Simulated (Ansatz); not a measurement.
# ZnS: the cost of one run

Program: Ansatz 0.2.0. Level of theory: DFT LDA, scalar-relativistic, plane waves, PAW. These are calculated values, not measurements.

2 further runs of the same task are left out: 2 set aside as unsound or not needed.

## 1. The system as given

Symmetry: F-43m, No. 216, cubic system. The conventional cell has a = 5.297 Å, b = 5.297 Å, c = 5.297 Å, α = 90.00°, β = 90.00°, γ = 90.00°. Around Zn (site symmetry -43m) lie 4 S at 2.29 Å. S (site symmetry -43m) has 4 Zn at 2.29 Å as nearest neighbours.

Structure file:

```cif
data_structure
_symmetry_space_group_name_H-M 'P 1'
_symmetry_Int_Tables_number 1
_cell_length_a 3.7453
_cell_length_b 3.7453
_cell_length_c 3.7453
_cell_angle_alpha 60.000
_cell_angle_beta 60.000
_cell_angle_gamma 60.000
_cell_volume 37.15
loop_
_atom_site_label
_atom_site_type_symbol
_atom_site_fract_x
_atom_site_fract_y
_atom_site_fract_z
_atom_site_occupancy
Zn1 Zn 0.00000 0.00000 0.00000 1
S1 S 0.75000 0.75000 0.75000 1
```

This cell was relaxed beforehand with the same method: volume 18.57 Å³/atom, gap on the mesh 2.13 eV.

## 2. Relaxing at 40 GPa

What is minimised here is the enthalpy; the energy can go up as the cell is squeezed.

Contents of input.yaml:

```yaml
crystal:
  lattice:
    - [0.0, 2.6483447004, 2.6483447004]
    - [2.6483447004, 0.0, 2.6483447004]
    - [2.6483447004, 2.6483447004, 0.0]
  atoms:
    - { symbol: Zn, position: [0.0, 0.0, 0.0] }
    - { symbol: S, position: [0.75, 0.75, 0.75] }
basis:
  ecutwfc: 420
kpoints:
  mp_grid: { grid: [10, 10, 10] }
hamiltonian:
  xc: lda
scf:
  occupations: { method: fixed }
output:
  forces: true
  stress: true
  eigenvalues: true
relax:
  adjacent_minimum: "off"
  f_tol: 0.001
  max_steps: 60
  cell: { stress_tol: 0.02, p_target: 40.0 }
```

Launch:

```bash
> ansatz run input.yaml --threads 1 --pin off --max-ram 1228MiB --backend cpu --events-out ev --progress --plain --runs-dir out
```

**Question.** How long does this run take on 1 thread of an x86-64 CPU, shared host, and how much memory does it need?

About 17 s, with a peak of 0.38 GiB.
